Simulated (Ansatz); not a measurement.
# InN₂H₅: a ladder of functionals and wavefunction methods

One table from this session's results is given with a row withheld; the runs are named, their logs left out.

The runs use Ansatz 0.2.0, Gaussian basis; functionals in def2-TZVPP, the program's frozen cores in correlated methods.

Plan: LDA (SPW92), PBE-D4, revPBE-D4, BLYP-D4, r2SCAN-D4, B97M-V, PBE0-D4, B3LYP-D4, r2SCANh-D4, r2SCAN0-D4, HSE06-D4, BHLYP-D4, CAM-B3LYP-D4, LC-ωPBE, ωB97X-V, ωB97M-V, B2PLYP, PBE-QIDH; CCSD(T)/def2-SVP; CCSD(T)/def2-TZVPP; CCSD(T)/def2-QZVPP; extrapolation to the limit; RPA on PBE.

## Structure used throughout

All runs share one geometry, relaxed beforehand with PBE0-D4 in a triple-zeta def2 set. In takes the def2 core potential; no spin-orbit term is included.

SMILES `[NH2][InH][NH2]`, 8 atoms, charge 0, spin multiplicity 1.

Atoms are counted from 1 here; the program's logs count them from 0.

Bond lengths: N1–In2 2.018 Å, N1–H4 1.008 Å, N1–H5 1.008 Å, In2–N3 2.018 Å, In2–H6 1.703 Å, N3–H7 1.008 Å, N3–H8 1.008 Å. Angles: In2–N1–H4 119.3°, In2–N1–H5 119.7°, H4–N1–H5 109.6°, N1–In2–N3 112.7°, N1–In2–H6 123.6°, N3–In2–H6 123.6°, In2–N3–H7 119.7°, In2–N3–H8 119.3°, H7–N3–H8 109.6°.

Set-up of the first run:

Contents of in.yaml:

```yaml
crystal:
  periodic: [false, false, false]
  atoms:
    - {symbol: N, position_ang: [-0.969680, 0.858040, -1.126996]}
    - {symbol: In, position_ang: [0.247987, 0.564810, 0.455498]}
    - {symbol: N, position_ang: [0.742654, -1.375187, 0.709639]}
    - {symbol: H, position_ang: [-1.482062, 0.076761, -1.506612]}
    - {symbol: H, position_ang: [-1.538242, 1.689191, -1.171812]}
    - {symbol: H, position_ang: [0.798963, 1.819228, 1.467525]}
    - {symbol: H, position_ang: [1.570927, -1.614728, 1.231792]}
    - {symbol: H, position_ang: [0.629463, -2.018116, -0.059034]}
basis:
  gaussian: {orbitals: def2-TZVPP}
hamiltonian: {xc: lda}
output: {orbitals: {seedname: orbitals}}
```

Started as:

```sh
ansatz run in.yaml --threads 2 --pin off --events-out ev --progress --plain --max-ram 32768MiB --backend cpu
```

Among the steps run: LDA; PBE-D4 (GGA); revPBE-D4 (GGA); BLYP-D4 (GGA); r2SCAN-D4 (meta-GGA); B97M-V (meta-GGA); B3LYP-D4 (hybrid); r2SCANh-D4 (hybrid); r2SCAN0-D4 (hybrid); HSE06-D4 (hybrid); BHLYP-D4 (hybrid); CAM-B3LYP-D4 (range-separated); LC-ωPBE (range-separated); ωB97X-V (range-separated); ωB97M-V (range-separated); B2PLYP (double hybrid); PBE-QIDH (double hybrid).

One of the session's tables, all rows but one given; the rest of the session is left out.

It belongs to the step «Frontier levels by functional». 

| functional | HOMO (eV) | gap (eV) |
| --- | --- | --- |
| LDA (SPW92) | -5.52 | 4.15 |
| PBE-D4 | -5.34 | 4.20 |
| revPBE-D4 | -5.28 | 4.23 |
| BLYP-D4 | -5.23 | 4.11 |
| r2SCAN-D4 | -5.61 | 4.76 |
| B97M-V | -5.68 | 4.52 |
| PBE0-D4 | -6.70 | 6.23 |
| B3LYP-D4 | -6.47 | 5.72 |
| r2SCANh-D4 | -6.12 | 5.51 |
| r2SCAN0-D4 | -6.90 | 6.62 |
| HSE06-D4 | -6.29 | 5.47 |
| BHLYP-D4 | ? | ? |
| CAM-B3LYP-D4 | -8.12 | 8.40 |
| LC-ωPBE | -9.54 | 10.83 |
| ωB97X-V | -9.15 | 10.34 |
| ωB97M-V | -9.06 | 9.90 |

Estimate the missing values for BHLYP-D4.

Worked estimate for «HOMO (eV)». Against the share of exact exchange, BLYP-D4 (0, -5.23), B3LYP-D4 (0.2, -6.47) give a slope of -6.20 per unit share; at 0.5 the line stands at -8.33.

**Answer.** HOMO (eV): -7.99; gap (eV): 8.09. In «HOMO (eV)» the line misses by -0.34.
